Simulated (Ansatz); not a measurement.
# C2H6AlFSi: a ladder of functionals and wavefunction methods

How much do the methods differ for C2H6AlFSi? The plan is to run it at one geometry with functionals of several rungs and with coupled cluster, and see how far each lands from CCSD(T) at the basis-set limit for the atomisation energy.

Method: functionals in def2-TZVPP, the program's frozen cores in correlated methods; program: Ansatz 0.2.0, Gaussian basis.

Levels to be run: PBE-D4, r2SCAN-D4, PBE0-D4, B3LYP-D4, ωB97X-V, ωB97M-V, B2PLYP; CCSD(T)/def2-TZVPP; MP2/def2-QZVPP; extrapolation to the limit.

## 1. Structure used throughout

All runs share one geometry, relaxed beforehand with PBE0-D4 in a triple-zeta def2 set.

SMILES `C=C(F)[SiH2][AlH2]`, 11 atoms, charge 0, spin multiplicity 1.

Atoms are counted from 1 here; the program's logs count them from 0.

Bond lengths: C1–C2 1.325 Å, C1–H6 1.082 Å, C1–H7 1.085 Å, C2–F3 1.354 Å, C2–Si4 1.885 Å, Si4–Al5 2.457 Å, Si4–H8 1.492 Å, Si4–H9 1.492 Å, Al5–H10 1.590 Å, Al5–H11 1.587 Å. Angles: C2–C1–H6 120.0°, C2–C1–H7 121.4°, H6–C1–H7 118.6°, C1–C2–F3 118.5°, C1–C2–Si4 127.1°, F3–C2–Si4 114.5°, C2–Si4–Al5 111.5°, C2–Si4–H8 107.8°, C2–Si4–H9 107.8°, Al5–Si4–H8 111.7°, Al5–Si4–H9 111.7°, H8–Si4–H9 106.1°, Si4–Al5–H10 120.5°, Si4–Al5–H11 120.1°, H10–Al5–H11 119.4°.

## 2. PBE-D4 (GGA)

in.yaml reads:

```yaml
crystal:
  periodic: [false, false, false]
  atoms:
    - {symbol: C, position_ang: [1.628786, 0.587088, 0.765818]}
    - {symbol: C, position_ang: [0.724744, -0.299396, 1.156362]}
    - {symbol: F, position_ang: [0.926788, -0.956330, 2.323375]}
    - {symbol: Si, position_ang: [-0.862047, -0.775322, 0.257489]}
    - {symbol: Al, position_ang: [-1.119919, 0.478801, -1.839470]}
    - {symbol: H, position_ang: [1.492590, 1.126306, -0.162284]}
    - {symbol: H, position_ang: [2.514006, 0.790260, 1.358659]}
    - {symbol: H, position_ang: [-0.826049, -2.248082, 0.018993]}
    - {symbol: H, position_ang: [-2.002820, -0.534150, 1.188960]}
    - {symbol: H, position_ang: [-0.020587, 1.536099, -2.287215]}
    - {symbol: H, position_ang: [-2.390094, 0.237928, -2.760084]}
basis:
  gaussian: {orbitals: def2-TZVPP}
hamiltonian: {xc: pbe, dispersion: d4}
output: {forces: true, orbitals: {seedname: orbitals}}
```

Launch:

```bash
> ansatz run in.yaml --threads 4 --pin off --events-out ev --progress --plain --max-ram 10444MiB
```

After this run come: r2SCAN-D4 (meta-GGA); PBE0-D4 (hybrid); B3LYP-D4 (hybrid); ωB97X-V (range-separated); ωB97M-V (range-separated); B2PLYP (double hybrid); CCSD(T) in def2-TZVPP; MP2 in def2-QZVPP.

**Question.** What will the summary of the whole plan be? Wanted: atomisation energy, CCSD(T)/CBS; farthest; mean size of error, hybrid; mean size of error, range-separated; gap, smallest and largest; T1 diagnostic; triples share of the correlation energy.

**Answer**, as computed:

```
                               quantity                                  value
        atomisation energy, CCSD(T)/CBS                              38.310 eV
    functionals within 0.192 eV (0.5 %)  r2SCAN-D4, PBE0-D4, B3LYP-D4, ωB97M-V
                               farthest                     PBE-D4 (+0.550 eV)
             mean size of error, hybrid                               0.049 eV
    mean size of error, range-separated                               0.125 eV
              gap, smallest and largest    3.50 eV (PBE-D4), 9.70 eV (ωB97X-V)
                          T1 diagnostic                                 0.0132
triples share of the correlation energy                                  3.7 %
```

In words: PBE-D4 misses by +0.550 eV. Double hybrids carry the basis error of their MP2 part in triple zeta, and no dispersion term here, so their miss is partly the set-up's. Misses under about 0.192 eV are within the doubt on the reference itself, which lacks core-valence correlation, relativity and higher excitations. Hartree-Fock recovers 74 % of the binding; the rest is correlation. The gap grows from 3.5 to 9.7 eV across the functionals, mostly with the share of exact exchange.
